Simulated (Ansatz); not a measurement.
**SnH3S radical: an energy map over bond length Sn2–H4 and angle H3–Sn2–H4**

A grid of calculations on H₃SSn, SMILES [S][SnH3], spin multiplicity 2, to see where the energy is lowest and how it rises around there.

Computed with Ansatz 0.2.0. Level: UKS BHLYP-D4/def2-SVP.

### 1 Starting geometry

SMILES `[S][SnH3]`, 5 atoms, charge 0, spin multiplicity 2.

Atoms are counted from 1 here; the program's logs count them from 0.

Bond lengths: S1–Sn2 2.429 Å, Sn2–H3 1.729 Å, Sn2–H4 1.729 Å, Sn2–H5 1.730 Å. Angles: S1–Sn2–H3 110.6°, S1–Sn2–H4 110.4°, S1–Sn2–H5 104.1°, H3–Sn2–H4 110.9°, H3–Sn2–H5 110.3°, H4–Sn2–H5 110.3°.

As a file:

```xyz
5
H3SSn
S    -1.9547    0.4217    1.0741
Sn    0.1232   -0.0478   -0.0935
H     0.0014    0.4074   -1.7566
H     0.5370   -1.7190    0.0603
H     1.2930    0.9377    0.7157
```

This geometry comes from a loose relaxation at PBE in a small basis, which is not shown.

### 2 Relaxing the molecule

Input file input.yaml:

```yaml
crystal:
  periodic: [false, false, false]
  atoms:
    - { symbol: S, position_ang: [-1.954697, 0.421689, 1.074055] }
    - { symbol: Sn, position_ang: [0.12323, -0.047752, -0.093477] }
    - { symbol: H, position_ang: [0.001432, 0.407431, -1.756598] }
    - { symbol: H, position_ang: [0.537047, -1.719031, 0.060284] }
    - { symbol: H, position_ang: [1.292989, 0.937653, 0.715735] }
magnetization:
  spin_polarized: true
  initial_magnetization: 1
basis:
  gaussian: { orbitals: def2-SVP }
hamiltonian:
  xc: { name: BHLYP }
  dispersion: d4
output:
  forces: true
relax:
  f_tol: 0.003
  max_steps: 120
```

Launch:

```
> ansatz run input.yaml --threads 1 --pin off --max-ram 2560MiB --backend cpu --events-out ev --progress --plain --runs-dir out
```

The log of the run (excerpt; [...] marks lines left out):

```text
Warning: RAYON_NUM_THREADS=1 ignored (pool sized by the plan → 1); use --threads N
[...]
Functional definition: BHLYP
[...]
704 factors; integrals over basis functions are off by at most 2.8e-4 eV
[...]
mean field -16708.95579220 eV, -614.0427996264 hartree, gradient 3.7e-8 eV, S^2 0.754241; 2 other end points of the search recorded, 0 dependent functions left out
[...]
reference -16708.95594675 eV, -614.0428053061 hartree; 21, 20 occupied and 38, 39 virtual orbitals, 704 factors
relax step   1: F+E_penalty+E_count = -16709.09055503 eV  Δ(F+E_penalty+E_count) = +0.000e0 eV  max|allowed force component| = 3.354e-1 eV/Å  Δτ_max = 0.0000 Å  (133 SCF iters, accepted)
[...]
relax step   3: F+E_penalty+E_count = -16709.10593019 eV  Δ(F+E_penalty+E_count) = -7.661e-3 eV  max|allowed force component| = 1.096e-2 eV/Å  Δτ_max = 0.0201 Å  (54 SCF iters, accepted)
[...]
relax step   4: F+E_penalty+E_count = -16709.10594721 eV  Δ(F+E_penalty+E_count) = -1.702e-5 eV  max|allowed force component| = 1.349e-3 eV/Å  Δτ_max = 0.0019 Å  (82 SCF iters, accepted)
704 factors; integrals over basis functions are off by at most 2.9e-4 eV
[...]
mean field -16708.97066345 eV, -614.0433461347 hartree, gradient 2.3e-8 eV, S^2 0.754170; 3 other end points of the search recorded, 0 dependent functions left out
[...]
reference -16708.97081763 eV, -614.0433518007 hartree; 21, 20 occupied and 38, 39 virtual orbitals, 704 factors
Total energy: -16709.10610139 eV, -614.0483233872 hartree
Atom 0 at    -1.947672     0.410442     1.057113 Å, force    -0.000185     0.000033     0.000087 eV/Å
Atom 1 at     0.139518    -0.041781    -0.090223 Å, force    -0.000700     0.000085     0.000326 eV/Å
Atom 2 at    -0.006423     0.398238    -1.729560 Å, force     0.000718     0.000435     0.000581 eV/Å
Atom 3 at     0.522388    -1.695232     0.057625 Å, force     0.000664     0.000751     0.000355 eV/Å
Atom 4 at     1.292191     0.928323     0.705044 Å, force    -0.000497    -0.001304    -0.001349 eV/Å
Dipole moment:     0.308940    -0.070150    -0.173585 e Å
```

It took 25 s on 1 thread of Arm Neoverse V2, shared host; peak memory 0.17 GiB.

The steps of the relaxation:

| step | energy from step 1 (eV) | largest force component (eV/Å) |
| --- | --- | --- |
| 1 | 0.0000 | 0.3354 |
| 2 | -0.0077 | 0.2492 |
| 3 | -0.0154 | 0.0110 |
| 4 | -0.0154 | 0.0013 |

Distances of close pairs at the start and the end, largest changes first:

| bond | before (Å) | after (Å) | change (Å) |
| --- | --- | --- | --- |
| Sn2–H5 | 1.730 | 1.704 | -0.027 |
| Sn2–H4 | 1.729 | 1.704 | -0.025 |
| Sn2–H3 | 1.729 | 1.704 | -0.025 |
| S1–Sn2 | 2.429 | 2.424 | -0.005 |

### 3 Setting up the map

The axes are (1) bond length Sn2–H4: 9 values from 1.431 to 2.215 Å; (2) angle H3–Sn2–H4: 9 values from 85.7 to 135.7 °.

Nothing else is relaxed (all other coordinates rigid). Energies count from the relaxed molecule at the same level. Points are written as (first, second).

Of the runs on the grid, 3 are shown in the steps below; the others differ only in the two coordinates.

### 4 Grid point (2.019 Å, 129.4°)

Input file input.yaml:

```yaml
crystal:
  periodic: [false, false, false]
  atoms:
    - { symbol: S, position_ang: [-1.947672, 0.410442, 1.057113] }
    - { symbol: Sn, position_ang: [0.139518, -0.041781, -0.090223] }
    - { symbol: H, position_ang: [-0.112274, 0.888455, -1.495073] }
    - { symbol: H, position_ang: [0.593264, -2.001316, 0.084994] }
    - { symbol: H, position_ang: [1.292191, 0.928323, 0.705044] }
magnetization:
  spin_polarized: true
  initial_magnetization: 1
basis:
  gaussian: { orbitals: def2-SVP }
hamiltonian:
  xc: { name: BHLYP }
  dispersion: d4
output:
  forces: true
```

Launch:

```
> ansatz run input.yaml --threads 1 --pin off --max-ram 2560MiB --backend cpu --events-out ev --progress --plain --runs-dir out
```

The log of the run (excerpt; [...] marks lines left out):

```text
Warning: RAYON_NUM_THREADS=1 ignored (pool sized by the plan → 1); use --threads N
[...]
[... 1 set-up line as earlier in the session ...]
[...]
653 factors; integrals over basis functions are off by at most 5.9e-4 eV
[...]
mean field -16708.26966730 eV, -614.0175850014 hartree, gradient 5.4e-6 eV, S^2 0.754422; 2 other end points of the search recorded, 0 dependent functions left out
[...]
reference -16708.26982346 eV, -614.0175907400 hartree; 21, 20 occupied and 38, 39 virtual orbitals, 653 factors
Total energy: -16708.40802940 eV, -614.0226697148 hartree
Atom 0 at    -1.947672     0.410442     1.057113 Å, force    -0.057515    -0.148189     0.021676 eV/Å
Atom 1 at     0.139518    -0.041781    -0.090223 Å, force     0.354537    -1.519026     0.739598 eV/Å
Atom 2 at    -0.112274     0.888455    -1.495073 Å, force     0.000767    -0.547408    -0.418174 eV/Å
Atom 3 at     0.593264    -2.001316     0.084994 Å, force    -0.544364     2.459858    -0.528060 eV/Å
Atom 4 at     1.292191     0.928323     0.705044 Å, force     0.246574    -0.245236     0.184959 eV/Å
Dipole moment:     0.300307    -0.072636    -0.240856 e Å
```

It took 5.5 s on 1 thread of Arm Neoverse V2, shared host; peak memory 0.15 GiB.

That is 16.1 kcal/mol from the zero.

### 5 Point (1.725 Å, 110.7°)

input.yaml, as its differences from that of step 4:

```diff
@@ -5,4 +5,4 @@
     - { symbol: Sn, position_ang: [0.139518, -0.041781, -0.090223] }
-    - { symbol: H, position_ang: [-0.112274, 0.888455, -1.495073] }
-    - { symbol: H, position_ang: [0.593264, -2.001316, 0.084994] }
+    - { symbol: H, position_ang: [-0.006437, 0.398301, -1.729542] }
+    - { symbol: H, position_ang: [0.527191, -1.715975, 0.059479] }
     - { symbol: H, position_ang: [1.292191, 0.928323, 0.705044] }
```

Launch:

```
> ansatz run input.yaml --threads 1 --pin off --max-ram 2560MiB --backend cpu --events-out ev --progress --plain --runs-dir out
```

The log of the run (excerpt; [...] marks lines left out):

```text
Warning: RAYON_NUM_THREADS=1 ignored (pool sized by the plan → 1); use --threads N
[...]
[... 1 set-up line as earlier in the session ...]
[...]
653 factors; integrals over basis functions are off by at most 4.4e-4 eV
[...]
mean field -16708.96750258 eV, -614.0432299750 hartree, gradient 2.4e-6 eV, S^2 0.754171; 2 other end points of the search recorded, 0 dependent functions left out
[...]
reference -16708.96765689 eV, -614.0432356458 hartree; 21, 20 occupied and 38, 39 virtual orbitals, 653 factors
Total energy: -16709.10284263 eV, -614.0482036299 hartree
Atom 0 at    -1.947672     0.410442     1.057113 Å, force     0.002919    -0.001357    -0.002753 eV/Å
Atom 1 at     0.139518    -0.041781    -0.090223 Å, force     0.057476    -0.275181     0.029747 eV/Å
Atom 2 at    -0.006437     0.398301    -1.729542 Å, force     0.000282    -0.006372     0.000913 eV/Å
Atom 3 at     0.527191    -1.715975     0.059479 Å, force    -0.062598     0.289879    -0.028233 eV/Å
Atom 4 at     1.292191     0.928323     0.705044 Å, force     0.001920    -0.006969     0.000326 eV/Å
Dipole moment:     0.306086    -0.061686    -0.174127 e Å
```

Run time: 5.1 s. Hardware: 1 thread of Arm Neoverse V2, shared host; peak memory 0.15 GiB.

On the map this point reads 0.08 kcal/mol.

### 6 Point (1.529 Å, 98.2°)

input.yaml, as its differences from that of step 5:

```diff
@@ -5,4 +5,4 @@
     - { symbol: Sn, position_ang: [0.139518, -0.041781, -0.090223] }
-    - { symbol: H, position_ang: [-0.006437, 0.398301, -1.729542] }
-    - { symbol: H, position_ang: [0.527191, -1.715975, 0.059479] }
+    - { symbol: H, position_ang: [0.073673, 0.041293, -1.790548] }
+    - { symbol: H, position_ang: [0.483142, -1.525748, 0.04247] }
     - { symbol: H, position_ang: [1.292191, 0.928323, 0.705044] }
```

Launch:

```
> ansatz run input.yaml --threads 1 --pin off --max-ram 2560MiB --backend cpu --events-out ev --progress --plain --runs-dir out
```

The log of the run (excerpt; [...] marks lines left out):

```text
Warning: RAYON_NUM_THREADS=1 ignored (pool sized by the plan → 1); use --threads N
[...]
[... 1 set-up line as earlier in the session ...]
[...]
653 factors; integrals over basis functions are off by at most 5.0e-4 eV
[...]
mean field -16708.57545931 eV, -614.0288226503 hartree, gradient 9.0e-9 eV, S^2 0.754169; 2 other end points of the search recorded, 0 dependent functions left out
[...]
reference -16708.57560976 eV, -614.0288281795 hartree; 21, 20 occupied and 38, 39 virtual orbitals, 653 factors
Total energy: -16708.71137467 eV, -614.0338174478 hartree
Atom 0 at    -1.947672     0.410442     1.057113 Å, force    -0.002276     0.015026    -0.103392 eV/Å
Atom 1 at     0.139518    -0.041781    -0.090223 Å, force    -0.609517     2.952006    -0.377371 eV/Å
Atom 2 at     0.073673     0.041293    -1.790548 Å, force    -0.115822     0.558035    -0.075114 eV/Å
Atom 3 at     0.483142    -1.525748     0.042470 Å, force     0.769399    -3.631926     0.739511 eV/Å
Atom 4 at     1.292191     0.928323     0.705044 Å, force    -0.041785     0.106859    -0.183634 eV/Å
Dipole moment:     0.300278    -0.057483    -0.132681 e Å
```

Run time: 6.8 s. Hardware: 1 thread of Arm Neoverse V2, shared host; peak memory 0.15 GiB.

That is 9.1 kcal/mol from the zero.

### 7 The map

81 points were computed. Energies in kcal/mol, from the relaxed molecule at the same level:

```tsv
angle H3–Sn2–H4 (°) ↓, bond length Sn2–H4 (Å) →	1.431	1.529	1.627	1.725	1.823	1.921	2.019	2.117	2.215
135.7	24.1	12.9	8.0	7.4	9.8	14.0	19.5	25.5	31.9
129.4	21.2	9.9	4.9	4.2	6.5	10.7	16.1	22.1	28.5
123.2	19.4	7.9	2.8	2.0	4.2	8.3	13.6	19.6	26.0
116.9	18.4	6.7	1.5	0.6	2.6	6.7	12.0	17.9	24.2
110.7	18.3	6.5	1.1	0.1	2.0	6.0	11.2	17.0	23.3
104.4	19.2	7.3	1.7	0.6	2.4	6.2	11.3	17.0	23.2
98.2	21.2	9.1	3.4	2.1	3.8	7.5	12.4	18.0	24.1
91.9	24.4	12.1	6.3	4.8	6.3	9.8	14.6	20.0	25.9
85.7	28.8	16.3	10.2	8.6	9.9	13.2	17.7	22.9	28.5
```

On the same grid, largest force on an atom (eV/Å):

| angle H3–Sn2–H4 (°) ↓, bond length Sn2–H4 (Å) → | 1.431 | 1.529 | 1.627 | 1.725 | 1.823 | 1.921 | 2.019 | 2.117 | 2.215 |
| --- | --- | --- | --- | --- | --- | --- | --- | --- | --- |
| 135.7 | 7.6 | 4.4 | 2.2 | 1.0 | 1.6 | 2.2 | 2.6 | 2.8 | 3.0 |
| 129.4 | 7.4 | 4.2 | 2.0 | 0.7 | 1.5 | 2.2 | 2.6 | 2.7 | 3.0 |
| 123.2 | 7.2 | 3.9 | 1.7 | 0.5 | 1.5 | 2.2 | 2.5 | 2.7 | 2.9 |
| 116.9 | 7.0 | 3.7 | 1.5 | 0.4 | 1.4 | 2.1 | 2.5 | 2.7 | 2.9 |
| 110.7 | 7.0 | 3.6 | 1.3 | 0.3 | 1.4 | 2.1 | 2.5 | 2.7 | 2.9 |
| 104.4 | 7.1 | 3.7 | 1.4 | 0.5 | 1.5 | 2.2 | 2.5 | 2.7 | 2.8 |
| 98.2 | 7.2 | 3.8 | 1.5 | 0.8 | 1.8 | 2.4 | 2.7 | 2.9 | 3.0 |
| 91.9 | 7.3 | 3.9 | 1.6 | 1.0 | 2.0 | 2.6 | 2.9 | 3.0 | 3.1 |
| 85.7 | 7.4 | 4.0 | 1.8 | 1.1 | 2.1 | 2.7 | 3.0 | 3.1 | 3.2 |

### 8 Summary of results

```
                       quantity                                                                          value
                   lowest point                                               (1.725 Å, 110.7°), 0.08 kcal/mol
         highest computed point                              (2.215 Å, 135.7°), 31.8 kcal/mol above the lowest
largest force on an atom (eV/Å)  0.3 at (1.725 Å, 110.7°) to 7.6 at (1.431 Å, 135.7°); 0.3 at the lowest point
        time for the whole task                                                12 min on 1 thread, shared host
```

The lowest computed point is at (1.725 Å, 110.7°), 0.08 kcal/mol from the relaxed molecule at the same level. The grid is coarse, so the lowest point of the scanned range may lie between grid points; coordinates that were held can hide deeper minima. No other kind of well shows on this grid. The highest computed point, (2.215 Å, 135.7°), lies 31.8 kcal/mol above the lowest. Round the minimum the two coordinates are nearly uncoupled.
